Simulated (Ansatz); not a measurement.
# CH6OSSi2: the cost of one run

Computed with Ansatz 0.2.0, Gaussian basis. Level: functionals in def2-TZVPP, the program's frozen cores in correlated methods.

The runs, in order: PBE-D4, r2SCAN-D4, PBE0-D4, B3LYP-D4, ωB97X-V, ωB97M-V, B2PLYP; CCSD(T)/def2-TZVPP; MP2/def2-QZVPP; extrapolation to the limit.

## Step 1: The relaxed structure

The geometry comes from an earlier relaxation with PBE0-D4 in a triple-zeta def2 set; it is a stationary point, not always the lowest conformer.

SMILES `O[SiH]1[SiH2]CS1`, 11 atoms, charge 0, spin multiplicity 1.

Atoms are counted from 1 here; the program's logs count them from 0.

Bond lengths: O1–Si2 1.644 Å, O1–H6 0.960 Å, Si2–Si3 2.328 Å, Si2–S5 2.158 Å, Si2–H7 1.483 Å, Si3–C4 1.901 Å, Si3–H8 1.491 Å, Si3–H9 1.490 Å, C4–S5 1.839 Å, C4–H10 1.091 Å, C4–H11 1.090 Å. Angles: Si2–O1–H6 116.3°, O1–Si2–Si3 122.4°, O1–Si2–S5 114.8°, O1–Si2–H7 103.0°, Si3–Si2–S5 80.0°, Si3–Si2–H7 121.3°, S5–Si2–H7 114.6°, Si2–Si3–C4 84.4°, Si2–Si3–H8 111.4°, Si2–Si3–H9 125.0°, C4–Si3–H8 109.9°, C4–Si3–H9 115.7°, H8–Si3–H9 108.2°, Si3–C4–S5 101.1°, Si3–C4–H10 114.7°, Si3–C4–H11 113.3°, S5–C4–H10 109.3°, S5–C4–H11 109.5° and more.

## Step 2: PBE-D4 (GGA)

The input, in.yaml:

```yaml
crystal:
  periodic: [false, false, false]
  atoms:
    - {symbol: O, position_ang: [-1.860392, 1.333819, 1.383954]}
    - {symbol: Si, position_ang: [-0.326173, 0.890026, 0.994587]}
    - {symbol: Si, position_ang: [0.181674, -1.210286, 0.129115]}
    - {symbol: C, position_ang: [1.002161, -0.228108, -1.276986]}
    - {symbol: S, position_ang: [0.298352, 1.447050, -0.994676]}
    - {symbol: H, position_ang: [-2.545087, 1.095195, 0.755434]}
    - {symbol: H, position_ang: [0.481308, 1.488789, 2.084681]}
    - {symbol: H, position_ang: [-1.039673, -1.898670, -0.377332]}
    - {symbol: H, position_ang: [1.045083, -2.224606, 0.797885]}
    - {symbol: H, position_ang: [0.739474, -0.564754, -2.280549]}
    - {symbol: H, position_ang: [2.088574, -0.185356, -1.195513]}
basis:
  gaussian: {orbitals: def2-TZVPP}
hamiltonian: {xc: pbe, dispersion: d4}
output: {forces: true, orbitals: {seedname: orbitals}}
```

Command:

```console
$ ansatz run in.yaml --threads 4 --pin off --events-out ev --progress --plain --max-ram 10444MiB
```

Q: Estimate wall time and peak memory on 4 threads of Arm Neoverse V1, shared host.

About 3 s, with a peak of 0.42 GiB.
